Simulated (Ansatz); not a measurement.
**C2H5AlS: small, medium and large basis sets**

The task here is to estimate one member of a computed series from the others.

The runs use Ansatz 0.2.0, Gaussian basis; one geometry, several basis sets.

The runs, in order: PBE0-D4/def2-SVP; ωB97M-V/def2-SVP; PBE0-D4/def2-QZVPP; ωB97M-V/def2-QZVPP; the functionals' def2-TZVPP values are taken from earlier runs.

### The geometry

All runs share one geometry, relaxed beforehand with PBE0-D4 in a triple-zeta def2 set.

SMILES `C=[C]([AlH2])S`, 9 atoms, charge 0, spin multiplicity 1.

Atoms are counted from 1 here; the program's logs count them from 0.

Bond lengths: C1–C2 1.340 Å, C1–H5 1.086 Å, C1–H6 1.089 Å, C2–Al3 1.942 Å, C2–S4 1.757 Å, Al3–H7 1.584 Å, Al3–H8 1.587 Å, S4–H9 1.342 Å. Angles: C2–C1–H5 120.3°, C2–C1–H6 123.6°, H5–C1–H6 116.1°, C1–C2–Al3 118.3°, C1–C2–S4 120.0°, Al3–C2–S4 121.6°, C2–Al3–H7 118.1°, C2–Al3–H8 118.7°, H7–Al3–H8 123.3°, C2–S4–H9 97.6°.

Set-up of the first run:

File in.yaml:

```yaml
crystal:
  periodic: [false, false, false]
  atoms:
    - {symbol: C, position_ang: [-0.051968, 1.292425, -0.845419]}
    - {symbol: C, position_ang: [-0.306524, 0.328564, 0.050707]}
    - {symbol: Al, position_ang: [0.856025, -1.226152, 0.087578]}
    - {symbol: S, position_ang: [-1.664976, 0.490081, 1.152987]}
    - {symbol: H, position_ang: [0.786454, 1.196973, -1.528514]}
    - {symbol: H, position_ang: [-0.647630, 2.198371, -0.942270]}
    - {symbol: H, position_ang: [2.057318, -1.282522, -0.943087]}
    - {symbol: H, position_ang: [0.558980, -2.374388, 1.142275]}
    - {symbol: H, position_ang: [-1.499280, -0.669552, 1.808543]}
basis:
  gaussian: {orbitals: def2-SVP}
hamiltonian: {xc: pbe0, dispersion: d4}
output: {orbitals: {seedname: orbitals}}
```

Steps of the session up to this table: PBE0-D4 in def2-SVP; ωB97M-V in def2-SVP; PBE0-D4 in def2-QZVPP; ωB97M-V in def2-QZVPP.

One table of the session follows, with a row left open; its other results are not shown here.

It belongs to the step «Density functionals: the series». 

```
functional       basis  HOMO (eV)  LUMO (eV)
   PBE0-D4    def2-SVP          ?          ?
   PBE0-D4  def2-TZVPP      -6.56      -1.83
   PBE0-D4  def2-QZVPP      -6.59      -1.85
   ωB97M-V    def2-SVP      -8.48      -0.03
   ωB97M-V  def2-TZVPP      -8.66      -0.15
   ωB97M-V  def2-QZVPP      -8.69      -0.26
```

Estimate the missing values for PBE0-D4, def2-SVP.

As computed: HOMO (eV): -6.41; LUMO (eV): -1.78. In the column «HOMO (eV)» it is the highest.
